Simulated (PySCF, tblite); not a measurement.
# Si46H64: electronic excitations

Aim: compute the electronic excitations of Si46H64.

Computed with tblite 0.8.0 and PySCF 2.14.0 and routines of our own; the level stands in each step. Atoms count from 0.

## Step 1: The starting structure

110 atoms, charge 0, multiplicity 1; geometry from: force field, distance geometry or constructed start.

## Step 2: Optimising the geometry with GFN2-xTB

What the job is given:

```
{"job": {"kind": "relax", "xc": "GFN2-xTB", "basis": "xTB"}, "charge": 0, "multiplicity": 1}
Si    -3.852600    -0.001800    -0.308100
Si    -5.789400     1.116200     0.436600
Si    -7.709700    -0.002300    -0.305500
Si    -7.715600    -2.222700     0.437300
Si    -5.787200    -3.341900    -0.303100
Si    -3.860800    -2.227600     0.440900
Si     1.928800     3.342400    -0.309800
Si     0.003400     4.456900     0.445000
Si    -1.926000     3.338600    -0.306900
Si    -1.931500     1.112800     0.445100
Si    -0.002100    -0.001200    -0.308600
Si     1.926200     1.111600     0.443500
Si     1.925300    10.022700    -0.301500
Si     0.002200    11.134900     0.440800
Si    -1.930900    10.027100    -0.306300
Si    -1.930600     7.795500     0.449800
Si     0.000400     6.683200    -0.305600
Si     1.927600     7.791500     0.442500
Si     3.856900     0.001800    -0.304000
Si     0.002800    -2.226200     0.446200
Si     1.926400    -3.336900    -0.305000
Si     3.856600    -2.225600     0.443300
Si     9.647100    -3.336100    -0.299900
Si     7.710700    -2.231400     0.442000
Si     5.786700    -3.338100    -0.305600
Si     5.780100    -5.568700     0.446000
Si     7.715600    -6.679000    -0.307200
Si     9.643100    -5.567200     0.444700
Si    -9.643100    -3.340300    -0.308500
Si    -9.642600    -5.567400     0.446900
Si    -7.711300    -6.680700    -0.307600
Si    -5.788100    -5.566500     0.443700
Si     7.713900     0.000100    -0.308400
Si     5.788300     1.112300     0.447200
Si    -1.927500    -3.338900    -0.309800
Si    -3.857000     6.683500    -0.309400
Si    -3.858300     4.454300     0.439400
Si    -1.927800    -5.565300     0.440900
Si     0.001100    -6.685200    -0.306600
Si     1.923900    -5.564400     0.444700
Si     3.857400    -6.683600    -0.302700
Si    -5.780300     3.335100    -0.302800
Si     5.791100     3.341700    -0.310100
Si     3.860100     4.453700     0.441700
Si    -3.861200    -6.679600    -0.304100
Si     3.855600     6.682900    -0.309900
H     -3.855100     0.000100    -1.747100
H     -5.786500     1.116200     1.885800
H     -7.713300     0.000400    -1.746300
H     -8.889700     0.680100     0.172500
H     -7.715800    -2.234400     1.886600
H     -5.779600    -3.339400    -1.746800
H     -3.857900    -2.227500     1.883600
H      1.925300     3.339100    -1.749500
H      0.000700     4.453300     1.885000
H     -1.929200     3.343700    -1.745900
H     -1.922100     1.107900     1.881600
H      0.002700     0.007600    -1.747200
H      1.928800     1.112900     1.887500
H      1.927800    10.024000    -1.747500
H      3.101600    10.702200     0.172000
H      0.003900    11.135200     1.881600
H      0.001700    12.494900    -0.032700
H     -1.928900    10.025500    -1.745400
H     -3.099700    10.704600     0.172500
H     -1.933600     7.796700     1.884800
H      0.002400     6.684400    -1.747700
H      1.931200     7.793200     1.889400
H      3.853500    -0.005300    -1.751500
H     -0.002700    -2.230500     1.889400
H      1.927700    -3.344700    -1.743200
H      3.855700    -2.230800     1.886100
H      9.645600    -3.342000    -1.742300
H     10.820700    -2.656400     0.172000
H      7.719600    -2.226800     1.879800
H      5.793500    -3.342300    -1.747100
H      5.784100    -5.568400     1.884200
H      7.715500    -6.679300    -1.741100
H      7.714500    -8.043700     0.167000
H      9.641700    -5.572800     1.886000
H     10.818800    -6.248000    -0.033500
H     -9.647900    -3.343300    -1.744500
H    -10.818400    -2.662600     0.175900
H     -9.647600    -5.568800     1.882800
H    -10.828700    -6.241300    -0.032400
H     -7.718000    -6.675100    -1.744700
H     -7.713600    -8.041800     0.170800
H     -5.790800    -5.565400     1.882400
H      7.715300     0.003600    -1.745600
H      8.892400     0.680200     0.168300
H      5.788700     1.118200     1.885800
H     -1.926000    -3.343300    -1.749100
H     -3.861800     6.685000    -1.747300
H     -5.029900     7.358400     0.169200
H     -3.857200     4.457000     1.883700
H     -1.928100    -5.567800     1.884000
H     -0.003300    -6.681100    -1.747100
H     -0.000200    -8.038500     0.168500
H      1.928400    -5.568700     1.884800
H      3.859900    -6.684200    -1.744700
H      3.863700    -8.044400     0.168000
H     -5.788800     3.339900    -1.741600
H     -6.962900     4.017900     0.172400
H      5.784400     3.344100    -1.745600
H      6.967100     4.018000     0.179600
H      3.860000     4.456200     1.883300
H     -3.859700    -6.683900    -1.746900
H     -3.859900    -8.039200     0.168000
H      3.859400     6.684200    -1.748600
H      5.037700     7.360000     0.174000
```

On the command line:

```
> OMP_NUM_THREADS=8 python large_run.py task.json out
```

One launch serves the whole session: the jobs run in the order shown.

Log:

```text
step      E/eV     max force
  0   -3032.67697    1.462
  1   -3033.71967    0.717
  2   -3034.06783    0.246
  3   -3034.11847    0.221
  4   -3034.21819    0.267
  5   -3034.31442    0.309
  6   -3034.38880    0.220
  7   -3034.42538    0.191
  8   -3034.45513    0.188
  9   -3034.49797    0.246
 10   -3034.55648    0.330
 11   -3034.61320    0.295
 12   -3034.65031    0.208
 13   -3034.67652    0.138
 14   -3034.69929    0.176
 15   -3034.71982    0.165
 16   -3034.73784    0.145
 17   -3034.75268    0.152
 18   -3034.76695    0.152
 19   -3034.78678    0.210
 20   -3034.81414    0.233
 21   -3034.84292    0.195
 22   -3034.86719    0.210
 23   -3034.88722    0.164
 24   -3034.90577    0.136
 25   -3034.92544    0.159
 26   -3034.94305    0.153
 27   -3034.95441    0.123
 28   -3034.96148    0.093
 29   -3034.96658    0.065
 30   -3034.97017    0.070
 31   -3034.97302    0.076
 32   -3034.97573    0.072
 33   -3034.97849    0.056
 34   -3034.98098    0.062
 35   -3034.98282    0.067
 36   -3034.98433    0.068
 37   -3034.98611    0.059
 38   -3034.98845    0.056
 39   -3034.99094    0.057
 40   -3034.99294    0.055
 41   -3034.99429    0.050
 42   -3034.99531    0.040
 43   -3034.99630    0.038
 44   -3034.99729    0.040
 45   -3034.99829    0.046
 46   -3034.99934    0.053
 47   -3035.00049    0.052
 48   -3035.00162    0.042
 49   -3035.00260    0.042
 50   -3035.00335    0.037
 51   -3035.00395    0.034
 52   -3035.00443    0.031
 53   -3035.00479    0.024
 54   -3035.00506    0.019
```

Wall time 2.3 min (8 threads of Intel Xeon Platinum 8488C, shared host); peak memory 0.13 GiB.

Step by step:

```tsv
step	energy from step 0 (eV)	largest force (eV/Å)
0	0.0000	1.4623
1	-1.0427	0.7173
2	-1.3909	0.2456
3	-1.4415	0.2211
4	-1.5412	0.2671
5	-1.6375	0.3087
6	-1.7118	0.2200
7	-1.7484	0.1903
8	-1.7782	0.1882
11	-1.9362	0.2955
15	-2.0428	0.1655
19	-2.1098	0.2105
23	-2.2103	0.1643
27	-2.2774	0.1230
30	-2.2932	0.0703
34	-2.3040	0.0617
38	-2.3115	0.0560
42	-2.3183	0.0401
46	-2.3224	0.0525
50	-2.3264	0.0369
51	-2.3270	0.0341
52	-2.3275	0.0309
53	-2.3278	0.0237
54	-2.3281	0.0190
```

Close pairs (by a distance rule), those that changed most:

```tsv
bond	before (Å)	after (Å)	change (Å)
Si9–H56	1.437	1.493	+0.056
Si20–H70	1.438	1.492	+0.054
Si10–H57	1.439	1.492	+0.054
Si0–H46	1.439	1.492	+0.053
Si8–H55	1.439	1.492	+0.053
Si15–H65	1.435	1.488	+0.053
Si34–H91	1.439	1.492	+0.053
Si6–H53	1.440	1.492	+0.053
```

The next job starts from the end point, and lists it.

## Step 3: Electronic excitations: TDDFT PBE/6-31G*

What the job is given:

```
{"job": {"kind": "uv", "basis": "6-31G*", "grid": 1, "kgrid": 0, "vcut": null, "nstates": 6, "ntriplets": 2, "tda": false, "delta": ["ip_vertical"], "pop": true, "xc": "PBE"}, "charge": 0, "multiplicity": 1}
Si    -3.966979    -0.007891    -0.188876
Si    -5.954119     1.136319     0.359520
Si    -7.859188    -0.064779    -0.266714
Si    -7.960124    -2.312645     0.352005
Si    -5.965759    -3.442317    -0.194927
Si    -3.981201    -2.298869     0.362628
Si     1.977220     3.439078    -0.188446
Si     0.001079     4.597623     0.363663
Si    -1.975499     3.439880    -0.188271
Si    -1.983230     1.145467     0.352329
Si     0.000181    -0.000022    -0.201650
Si     1.984737     1.145249     0.352418
Si     1.909938    10.306298    -0.264404
Si     0.001055    11.427603     0.446147
Si    -1.909007    10.307069    -0.263707
Si    -1.975737     8.051292     0.352442
Si     0.000092     6.887854    -0.194309
Si     1.976701     8.051404     0.352106
Si     3.967478    -0.008438    -0.188077
Si    -0.000444    -2.291310     0.352915
Si     1.991438    -3.431531    -0.187410
Si     3.981913    -2.298126     0.364357
Si     9.881084    -3.499695    -0.262615
Si     7.960284    -2.314424     0.352224
Si     5.963950    -3.444686    -0.193900
Si     5.983890    -5.737274     0.352532
Si     7.971162    -6.806958    -0.264866
Si     9.896258    -5.713982     0.446742
Si    -9.880571    -3.498328    -0.264054
Si    -9.896773    -5.712489     0.445913
Si    -7.972546    -6.805646    -0.265555
Si    -5.984775    -5.735988     0.351117
Si     7.860417    -0.066599    -0.266909
Si     5.956213     1.135372     0.359527
Si    -1.990681    -3.430908    -0.189287
Si    -3.872063     6.839763    -0.267019
Si    -3.960315     4.590084     0.359720
Si    -1.995030    -5.725442     0.358519
Si    -0.000699    -6.772893    -0.263035
Si     1.993342    -5.725872     0.359573
Si     3.986237    -6.774421    -0.266043
Si    -5.865000     3.387561    -0.261733
Si     5.866520     3.386418    -0.261930
Si     3.962289     4.589626     0.359190
Si    -3.987380    -6.773853    -0.267140
Si     3.873177     6.840013    -0.266651
H     -3.962236    -0.018259    -1.681261
H     -5.953164     1.129122     1.848189
H     -7.914043    -0.035049    -1.741378
H     -9.091610     0.644073     0.126759
H     -7.954052    -2.322452     1.839876
H     -5.950326    -3.435211    -1.686293
H     -3.982221    -2.300257     1.854655
H      1.964874     3.440799    -1.680803
H     -0.000732     4.599007     1.855684
H     -1.965379     3.439753    -1.680646
H     -1.976221     1.140525     1.845233
H      0.000707     0.000221    -1.693823
H      1.976216     1.141592     1.845126
H      1.941013    10.345668    -1.737870
H      3.151683    11.003668     0.108343
H      0.000817    11.452626     1.919248
H      0.000332    12.857212     0.093934
H     -1.941406    10.346442    -1.737394
H     -3.151329    11.003901     0.109326
H     -1.966442     8.050086     1.840458
H      0.000018     6.871026    -1.685782
H      1.966328     8.050679     1.840040
H      3.961956    -0.018414    -1.680335
H      0.000192    -2.282028     1.845817
H      1.998061    -3.421896    -1.679840
H      3.982635    -2.299232     1.856187
H      9.931625    -3.491843    -1.736238
H     11.105296    -2.772133     0.111696
H      7.955844    -2.321112     1.840221
H      5.951380    -3.435180    -1.685388
H      5.989248    -5.728778     1.840643
H      7.988522    -6.852438    -1.738674
H      7.953380    -8.231613     0.106967
H      9.916728    -5.727184     1.919790
H     11.134093    -6.429038     0.094471
H     -9.931545    -3.489856    -1.737801
H    -11.104870    -2.770754     0.110105
H     -9.917818    -5.725369     1.918849
H    -11.135477    -6.425800     0.093878
H     -7.990313    -6.851908    -1.739209
H     -7.954118    -8.229991     0.106635
H     -5.989104    -5.727509     1.839428
H      7.913362    -0.035932    -1.741630
H      9.092663     0.643083     0.125933
H      5.953744     1.130123     1.848300
H     -1.996104    -3.422173    -1.681531
H     -3.926011     6.871260    -1.741735
H     -5.102814     7.551933     0.126010
H     -3.954728     4.591261     1.848243
H     -1.998213    -5.720542     1.847070
H      0.000495    -6.838950    -1.737962
H      0.000534    -8.193100     0.137195
H      1.998239    -5.720673     1.848054
H      3.987953    -6.836689    -1.740804
H      3.989687    -8.196165     0.127894
H     -5.923632     3.419812    -1.736610
H     -7.095268     4.096441     0.139462
H      5.923827     3.421487    -1.736776
H      7.095750     4.096513     0.140115
H      3.954205     4.591730     1.847780
H     -3.987755    -6.837188    -1.741684
H     -3.989128    -8.195284     0.127498
H      3.926082     6.871492    -1.741461
H      5.103720     7.552508     0.126884
```

Level: TDDFT PBE/6-31G*, vertical, gas phase, core orbitals frozen in the response.

Log:

```text
start: PBE on a coarse grid of 108203 points
cycle   1  E = -13348.7902827576  dE =  2.097e+00  |g| = 4.343e-01  |ddm| = 1.009e+01
cycle   2  E = -13348.8448008883  dE = -5.452e-02  |g| = 1.989e-01  |ddm| = 1.099e+00
cycle   3  E = -13348.8568601520  dE = -1.206e-02  |g| = 1.185e-01  |ddm| = 6.329e-01
cycle   4  E = -13348.8628716372  dE = -6.011e-03  |g| = 2.943e-02  |ddm| = 3.209e-01
cycle   5  E = -13348.8631973816  dE = -3.257e-04  |g| = 1.219e-02  |ddm| = 8.903e-02
cycle   6  E = -13348.8632500793  dE = -5.270e-05  |g| = 4.360e-03  |ddm| = 3.750e-02
final grid: 415767 points
cycle   7  E = -13347.8613542676  dE = -1.758e-05  |g| = 1.036e-02  |ddm| = 8.342e-02
cycle   8  E = -13347.8611135501  dE =  2.407e-04  |g| = 2.471e-02  |ddm| = 8.940e-02
cycle   9  E = -13347.8614009145  dE = -2.874e-04  |g| = 2.322e-03  |ddm| = 6.606e-02
cycle  10  E = -13347.8613972069  dE =  3.708e-06  |g| = 6.622e-04  |ddm| = 6.144e-03
cycle  11  E = -13347.8613977857  dE = -5.788e-07  |g| = 1.910e-04  |ddm| = 1.867e-03
cycle  12  E = -13347.8614084600  dE = -1.067e-05  |g| = 5.713e-05  |ddm| = 5.024e-04
cycle  13  E = -13347.8614061687  dE =  2.291e-06  |g| = 1.556e-05  |ddm| = 1.512e-04
converged SCF energy = -13347.8614061687

Static polarisability (au): isotropic 1715.534, principal 714.662 2215.910 2216.029

Singlet excitations
state   eV       nm        f      main configurations
  1   3.2859    377.3   0.00215   H->L 0.98
  2   3.2868    377.2   0.00208   H-1->L 0.98
  3   3.3038    375.3   0.00003   H->L+1 0.68, H-1->L+1 0.25
  4   3.3042    375.2   0.00010   H-1->L+1 0.60, H->L+1 0.30
  5   3.3055    375.1   0.00005   H->L+2 0.84, H-1->L+1 0.14
  6   3.3072    374.9   0.00006   H-1->L+2 0.97

Triplet excitations (Tamm-Dancoff, eV): 3.2278 3.2284
```

Run time: 99 s. Hardware: 8 threads of Intel Xeon Platinum 8488C, shared host; peak memory 5.2 GiB.

Warnings kept with the result: ip_vertical: open-shell SCF did not converge.

Frontier orbitals and where they lie:

```tsv
orbital	eV	atoms
HOMO−4	-6.38	Si0 6 %, Si8 5 %, Si21 5 %
HOMO−3	-6.38	Si18 6 %, Si33 5 %, Si39 5 %
HOMO−2	-6.06	Si21 4 %, Si7 4 %, Si5 4 %
HOMO−1	-5.91	Si9 6 %, Si10 6 %, Si19 5 %
HOMO	-5.91	Si11 6 %, Si10 5 %, Si19 5 %
LUMO	-2.64	
LUMO+1	-2.63	Si18 5 %, Si20 4 %, Si21 4 %
LUMO+2	-2.62	Si41 5 %, Si0 5 %, Si8 5 %
LUMO+3	-2.58	Si5 4 %, Si21 4 %
```

With each of the 6 states as a Gaussian band of 0.4 eV half-width at 1/e, the curve within the window shown has maxima at 377 nm (ε 180) L/(mol cm). Beyond the last state computed it falls off for lack of states. The curve at chosen wavelengths:

| nm | ε (L/mol/cm) |
| --- | --- |
| 344 | 95 |
| 349 | 115 |
| 353 | 131 |
| 358 | 148 |
| 363 | 163 |
| 367 | 171 |
| 372 | 178 |
| 377 | 181 |
| 381 | 180 |
| 386 | 175 |
| 391 | 167 |
| 395 | 158 |
| 400 | 146 |
| 405 | 132 |
| 410 | 118 |
| 414 | 107 |
| 419 | 93 |
| 424 | 80 |
| 428 | 70 |
| 433 | 59 |
| 438 | 50 |
| 442 | 43 |
| 447 | 35 |
| 452 | 29 |
| 456 | 24 |
| 461 | 20 |

Ground-state properties from the same run:

```tsv
property	computed
dipole moment (D)	0.85
polarisability (Å³)	254.22
HOMO–LUMO gap (eV)	3.26
−ε(HOMO) (eV)	5.91
```

## Step 4: Results

| quantity | value |
| --- | --- |
| lowest singlet (PBE/6-31G*) | 3.29 eV (377 nm), f = 0.002 |
| lowest triplet | 3.23 eV |

The lowest singlet, at 3.29 eV, is HOMO→LUMO 0.98 and is weak; of the 6 states computed, the strongest absorption comes from states 1 to 2 together at 3.29 eV. The lowest triplet lies 0.06 eV below the lowest singlet (triplets in Tamm-Dancoff, singlets in full TDDFT).
